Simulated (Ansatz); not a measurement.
**UB2PLYP/def2-SVPD (core potential) run of SnH3O2 (SMILES [OH][SnH][OH])**

Aim: the electronic atomisation energy of SnH3O2 at UB2PLYP/def2-SVPD (core potential), from 4 runs. 

The calculation is run with Ansatz 0.2.0.

43 further runs of the same task are left out: 43 set aside as unsound or not needed.

### 1 The molecule

The species is SnH3O2 (6 atoms), meant as a doublet with charge 0. As SMILES, `[OH][SnH][OH]`. The coordinates come from a PBE0-D4/def2-TZVP relaxation. This is one conformer, not always the lowest.

Bond lengths: O1–Sn2 1.978 Å, Sn2–O3 1.963 Å, O1–H4 0.960 Å, Sn2–H5 1.748 Å, O3–H6 0.962 Å. Angles: O1–Sn2–O3 99.7°, O1–Sn2–H5 110.6°, O3–Sn2–H5 104.3°, Sn2–O1–H4 115.0°, Sn2–O3–H6 112.0°.

### 2 The energy at UB2PLYP/def2-SVPD (core potential)

Contents of molecule.yaml:

```yaml
crystal:
  periodic: [false, false, false]
  atoms:
    - {symbol: O, position_ang: [-1.248300, -0.684700, -0.233400]}
    - {symbol: Sn, position_ang: [0.417000, 0.302500, -0.639600]}
    - {symbol: O, position_ang: [1.413900, -0.038300, 1.016700]}
    - {symbol: H, position_ang: [-1.852000, -0.783400, -0.973600]}
    - {symbol: H, position_ang: [0.128600, 2.026100, -0.624300]}
    - {symbol: H, position_ang: [1.182700, -0.886000, 1.408100]}
basis:
  gaussian:
    orbitals: def2-SVPD
magnetization:
  spin_polarized: true
  initial_magnetization: 1
hamiltonian:
  xc: {name: B2PLYP}
correlation:
  frozen_orbitals: {H: 0, O: 1, Sn: 4}
accuracy: high
output: {orbitals: {seedname: orbitals}}
```

Launch:

```console
ansatz run molecule.yaml --threads 1 --pin off --max-ram 3480MiB --events-out events.jsonl --progress --plain --runs-dir runs
```

The log of the run:

```text
Warning: RAYON_NUM_THREADS=1 ignored (pool sized by the plan → 1); use --threads N
Functional definition: B2PLYP
  name "B2PLYP"
  parameter a = 0.53
  parameter c = 0.27
  exchange = (1 - a)*b88_x + a*exact_x
  correlation = (1 - c)*lyp_c + c*(mp2_os + mp2_ss)
2187 factors; integrals over basis functions are off by at most 3.0e-9 eV
mean field evaluation 1: about -9947.3165 eV, gradient 4.7e1 eV
mean field evaluation 2: about -9947.3671 eV, gradient 4.7e1 eV
mean field evaluation 4: about -9955.7223 eV, gradient 3.1e0 eV
mean field evaluation 8: about -9955.8075 eV, gradient 2.0e-1 eV
mean field evaluation 16: about -9955.8085 eV, gradient 8.3e-4 eV
mean field evaluation 32: about -9948.2474 eV, gradient 3.0e1 eV
mean field -9955.80852641 eV, -365.8692150563 hartree, gradient 5.3e-8 eV, S^2 0.759577; 2 other end points of the search recorded, 0 dependent functions left out
6 core orbitals not correlated: weight in the atoms' cores, before any rotation towards them, 1.000 or more for the frozen orbitals, at most 0.000 for the correlated occupied ones
reference -9955.80855027 eV, -365.8692159331 hartree; 15, 14 occupied and 81, 82 virtual orbitals, 2187 factors
second order -17.46786509 eV of doubles, -0.00000000 eV of singles
Total energy: -9960.52487385 eV, -366.0425376276 hartree
```

Run time: 21 s. Hardware: 1 thread of Arm Neoverse V1, shared host; peak memory 0.5 GiB.

### 3 The H atom at the same level

Contents of in.yaml:

```yaml
crystal:
  periodic: [false, false, false]
  atoms:
    - {symbol: H, position_ang: [0.000000, 0.000000, 0.000000]}
basis:
  gaussian: {orbitals: def2-SVPD}
magnetization: {spin_polarized: true, initial_magnetization: 1}
hamiltonian: {xc: {name: B2PLYP}}
correlation: {frozen_orbitals: {H: 0}}
accuracy: high
```

Run the same way, it converges to -0.49793 Eh (log not shown).

### 4 The O atom

Contents of molecule.yaml:

```yaml
crystal:
  periodic: [false, false, false]
  atoms:
    - symbol: O
      position_ang: [0.000000, 0.000000, 0.000000]
basis:
  gaussian:
    orbitals: def2-SVPD
magnetization:
  spin_polarized: true
  initial_magnetization: 2
hamiltonian:
  xc: {name: B2PLYP}
accuracy: high
correlation:
  frozen_orbitals: {O: 1}
```

Run the same way, it converges to -74.95314 Eh (log not shown).

### 5 The Sn atom at the same level

Contents of in.yaml:

```yaml
crystal:
  periodic: [false, false, false]
  atoms:
    - symbol: Sn
      position_ang: [0.000000, 0.000000, 0.000000]
basis:
  gaussian:
    orbitals: def2-SVPD
magnetization:
  spin_polarized: true
  initial_magnetization: 2
hamiltonian:
  xc: {name: B2PLYP}
correlation:
  frozen_orbitals: {Sn: 4}
accuracy: high
```

Run the same way, it converges to -213.97756 Eh (log not shown).

### 6 What came out

Level: UB2PLYP/def2-SVPD (core potential), 6 core orbitals frozen.

| quantity | value |
| --- | --- |
| molecule: total energy | -366.04254 Eh |
| molecule: HOMO energy (SCF part's orbitals) (highest over α and β) | -7.56 eV |
| molecule: LUMO energy (SCF part's orbitals) (lowest over α and β) | -2.41 eV |
| molecule: ⟨S²⟩ | 0.760 |
| H atom: total energy | -0.49793 Eh |
| H atom: ⟨S²⟩ | 0.750 |
| O atom: total energy | -74.95314 Eh |
| O atom: ⟨S²⟩ | 2.005 |
| Sn atom: total energy | -213.97756 Eh |
| Sn atom: ⟨S²⟩ | 2.005 |
| electronic atomisation energy | 18.093 eV |

What this shows: Taking the molecule apart into free atoms costs 18.09 eV (417 kcal/mol), before zero-point energy and without spin-orbit coupling.
